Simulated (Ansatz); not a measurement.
# ZrH4Se4: one species, many methods

One table from this session's results is given with a row withheld; the runs are named, their logs left out.

Method: functionals in def2-TZVPP, the program's frozen cores in correlated methods; program: Ansatz 0.2.0, Gaussian basis.

Levels to be run: LDA (SPW92), PBE-D4, revPBE-D4, BLYP-D4, r2SCAN-D4, B97M-V, PBE0-D4, B3LYP-D4, r2SCANh-D4, r2SCAN0-D4, HSE06-D4, BHLYP-D4, CAM-B3LYP-D4, LC-ωPBE, ωB97X-V, ωB97M-V, B2PLYP, PBE-QIDH; CCSD(T)/def2-SVP; CCSD(T)/def2-TZVPP; MP2/def2-QZVPP; extrapolation to the limit; RPA on PBE.

## The relaxed structure

The geometry comes from an earlier relaxation with PBE0-D4 in a triple-zeta def2 set; it is a stationary point, not always the lowest conformer. Zr takes the def2 core potential; no spin-orbit term is included.

SMILES `[SeH][Zr]([SeH])([SeH])[SeH]`, 9 atoms, charge 0, spin multiplicity 1.

Atoms are counted from 1 here; the program's logs count them from 0.

Bond lengths: Se1–Zr2 2.547 Å, Se1–H6 1.477 Å, Zr2–Se3 2.539 Å, Zr2–Se4 2.553 Å, Zr2–Se5 2.562 Å, Se3–H7 1.479 Å, Se4–H8 1.475 Å, Se5–H9 1.477 Å. Angles: Zr2–Se1–H6 86.2°, Se1–Zr2–Se3 107.9°, Se1–Zr2–Se4 107.1°, Se1–Zr2–Se5 110.5°, Se3–Zr2–Se4 108.2°, Se3–Zr2–Se5 109.3°, Se4–Zr2–Se5 113.7°, Zr2–Se3–H7 84.2°, Zr2–Se4–H8 88.0°, Zr2–Se5–H9 85.9°.

As a file:

```xyz
9

Se   -0.49791   -0.23313   -2.54032
Zr   -0.28084   -0.15416   -0.00354
Se   -2.62124   -0.09019    0.97776
Se    0.82916   -2.33536    0.72448
Se    0.99683    1.94460    0.72071
H    -0.71579    1.22556   -2.46854
H    -1.91588   -0.13956    2.27716
H     2.13454   -1.68943    0.48831
H     2.07111    1.47167   -0.17601
```

Set-up of the first run:

Input file in.yaml:

```yaml
crystal:
  periodic: [false, false, false]
  atoms:
    - {symbol: Se, position_ang: [-0.497907, -0.233128, -2.540318]}
    - {symbol: Zr, position_ang: [-0.280835, -0.154157, -0.003536]}
    - {symbol: Se, position_ang: [-2.621240, -0.090195, 0.977760]}
    - {symbol: Se, position_ang: [0.829159, -2.335358, 0.724478]}
    - {symbol: Se, position_ang: [0.996834, 1.944604, 0.720707]}
    - {symbol: H, position_ang: [-0.715793, 1.225561, -2.468544]}
    - {symbol: H, position_ang: [-1.915877, -0.139564, 2.277158]}
    - {symbol: H, position_ang: [2.134543, -1.689430, 0.488308]}
    - {symbol: H, position_ang: [2.071114, 1.471666, -0.176012]}
basis:
  gaussian: {orbitals: def2-TZVPP}
hamiltonian: {xc: lda}
output: {orbitals: {seedname: orbitals}}
```

Launch:

```bash
$ ansatz run in.yaml --threads 4 --pin off --events-out ev --progress --plain --max-ram 66560MiB --backend cuda --devices 0, --max-vram 37GiB
```

Steps of the session up to this table: LDA; PBE-D4 (GGA); revPBE-D4 (GGA); BLYP-D4 (GGA); r2SCAN-D4 (meta-GGA); B97M-V (meta-GGA); B3LYP-D4 (hybrid); r2SCANh-D4 (hybrid); r2SCAN0-D4 (hybrid); HSE06-D4 (hybrid); BHLYP-D4 (hybrid); CAM-B3LYP-D4 (range-separated); LC-ωPBE (range-separated); ωB97X-V (range-separated); ωB97M-V (range-separated); B2PLYP (double hybrid); PBE-QIDH (double hybrid).

One table of the session follows, with a row left open; its other results are not shown here.

It belongs to the step «Orbital energies across the functionals». 

| functional | HOMO (eV) | LUMO (eV) | gap (eV) |
| --- | --- | --- | --- |
| LDA (SPW92) | -6.49 | -3.46 | 3.04 |
| PBE-D4 | -6.33 | -3.25 | 3.08 |
| revPBE-D4 | -6.27 | -3.17 | 3.10 |
| BLYP-D4 | -6.13 | -3.09 | 3.04 |
| r2SCAN-D4 | -6.62 | -3.14 | 3.48 |
| B97M-V | -6.63 | -3.08 | 3.55 |
| PBE0-D4 | ? | ? | ? |
| B3LYP-D4 | -7.17 | -2.67 | 4.50 |
| r2SCANh-D4 | -7.02 | -2.86 | 4.15 |
| r2SCAN0-D4 | -7.62 | -2.44 | 5.18 |
| HSE06-D4 | -7.03 | -2.88 | 4.15 |
| BHLYP-D4 | -8.34 | -1.58 | 6.76 |
| CAM-B3LYP-D4 | -8.64 | -1.47 | 7.17 |
| LC-ωPBE | -9.99 | -0.47 | 9.52 |
| ωB97X-V | -9.65 | -0.51 | 9.13 |
| ωB97M-V | -9.50 | -0.58 | 8.92 |

Estimate the missing values for PBE0-D4.

**Answer.** HOMO (eV): -7.42; LUMO (eV): -2.51; gap (eV): 4.91. In the column «HOMO (eV)» it lies between r2SCAN0-D4 (-7.62) and B3LYP-D4 (-7.17).
